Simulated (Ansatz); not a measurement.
# MgGe2 under changes of volume

One of the cells (20.454 Å³/atom); the others are scaled copies at fixed shape and fractional positions:

```xyz
6
Lattice="5.5215 -1.8498 0.0000 5.5215 1.8498 0.0000 -3.2176 0.0000 6.0078" Properties=species:S:1:pos:R:3 pbc="T T T"
Ge    4.8996    0.0000    1.7640
Ge    2.9258    0.0000    4.2438
Ge    6.5513    0.0000    5.9203
Ge    1.2740    0.0000    0.0875
Mg    7.8794    0.0000    2.0982
Mg   -0.0541    0.0000    3.9095
```

The cell comes from a database or a generator and needn't be the stable form of this composition.

| Item | Value |
| --- | --- |
| Program | Ansatz 0.2.0 |
| Functional | PBEsol |
| Potentials or basis | Ansatz PAW |
| Cutoff | 420 eV (not typed: the program's choice for these potentials) |
| k mesh | 8 × 8 × 5 |
| Occupations | fermi-dirac, width 0.05 eV |
| Spin | no spin polarisation |

```tsv
volume (Å³/atom)	energy over the lowest point (meV/atom)	pressure (GPa)	largest force (eV/Å)
19.227	0.32	0.8	0.165
19.636	0.00	-0.5	0.147
20.045	2.78	-1.7	0.145
20.454	8.37	-2.7	0.157
20.863	16.50	-3.6	0.214
21.272	26.86	-4.5	0.282
21.682	?	?	?
```

Q: What does the run at 21.682 Å³/atom give?

A: Energy over the lowest point 39.21 meV/atom; pressure -5.2 GPa; largest force 0.345 eV/Å.

Worked out: A Birch-Murnaghan fit of order 3 (a polynomial in V^(-2/3)) to the other rows has its minimum at 19.47 Å³/atom with B0 = V·E''(V) = 61 GPa and B' = 4.1 at fixed shape and positions, which overstates the stiffness. It gives 39.30 meV/atom at 21.682 Å³/atom, against the run's 39.21, and -dE/dV = -5.2 GPa, against -5.2.

Energies are extrapolated to zero smearing.

Caveats: the PAW data sets come from PBE, with cores solved anew for the run's functional, which leaves a small shift of forces and pressure.
